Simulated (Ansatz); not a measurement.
# ZnNH₃ (SMILES [NH2][ZnH]): one structure at several levels

One table from this session's results is given with a row withheld; the runs are named, their logs left out.

Computed with Ansatz 0.2.0, Gaussian basis. Level: single points in def2-TZVPP.

Cores are frozen in the correlated methods. The 3s and 3p shells of Cu and Zn are frozen; filled d shells are correlated.

### The system as given

5 atoms, charge 0, spin multiplicity 1.

Atoms are counted from 1 here; the program's logs count them from 0.

Bond lengths: N1–Zn2 1.773 Å, N1–H3 1.035 Å, N1–H4 1.012 Å, Zn2–H5 1.515 Å. Angles: Zn2–N1–H3 126.6°, Zn2–N1–H4 126.2°, H3–N1–H4 102.5°, N1–Zn2–H5 162.8°.

As a file:

```mol
H3NZn
  3D, bonds by distance, orders not assigned

  5  4  0  0  0  0  0  0  0  0999 V2000
   -0.2977   -0.6815    0.1364 N   0  0
    0.4001    0.9081   -0.2215 Zn  0  0
   -0.9697   -1.2069   -0.4502 H   0  0
    0.1342   -1.4139    0.6849 H   0  0
    0.8028    2.3657   -0.1308 H   0  0
  1  2  8  0
  1  3  8  0
  1  4  8  0
  2  5  8  0
M  END
```

The first run:

run/in.yaml

```yaml
crystal:
  periodic: [false, false, false]
  atoms:
    - {symbol: N, position_ang: [-0.297700, -0.681500, 0.136400]}
    - {symbol: Zn, position_ang: [0.400100, 0.908100, -0.221500]}
    - {symbol: H, position_ang: [-0.969700, -1.206900, -0.450200]}
    - {symbol: H, position_ang: [0.134200, -1.413900, 0.684900]}
    - {symbol: H, position_ang: [0.802800, 2.365700, -0.130800]}
basis:
  gaussian: {orbitals: def2-TZVPP}
correlation: {method: ccsd_t, frozen_orbitals: {H: 0, "N": 1, Zn: 9}}
output: {forces: true}
```

The command line of these runs was not kept.

Steps of the session up to this table: CCSD(T)/def2-TZVPP; PBE0-D4/def2-TZVPP; wB97M-V/def2-TZVPP; r2SCAN-D4/def2-TZVPP; PBE-D4/def2-TZVPP; LC-wPBE/def2-TZVPP; BLYP-D4/def2-TZVPP.

One table of the session follows, with a row left open; its other results are not shown here.

```
   method  RMS force component (eV/Å)  angle to CCSD(T) forces (°)  dipole (D)
  CCSD(T)                       0.741                    reference        1.23
  PBE0-D4                           ?                            ?           ?
  wB97M-V                       0.775                          2.1        1.21
r2SCAN-D4                       0.691                          5.0        1.18
   PBE-D4                       0.649                         10.8        1.17
  LC-wPBE                       0.728                          9.3        1.27
  BLYP-D4                       0.724                         12.2        1.17
```

**Question.** Estimate the row for PBE0-D4.

**Answer.** RMS force component (eV/Å): 0.745; angle to CCSD(T) forces (°): 4.0; dipole (D): 1.19. In the column «RMS force component (eV/Å)» it lies between CCSD(T) (0.741) and wB97M-V (0.775).
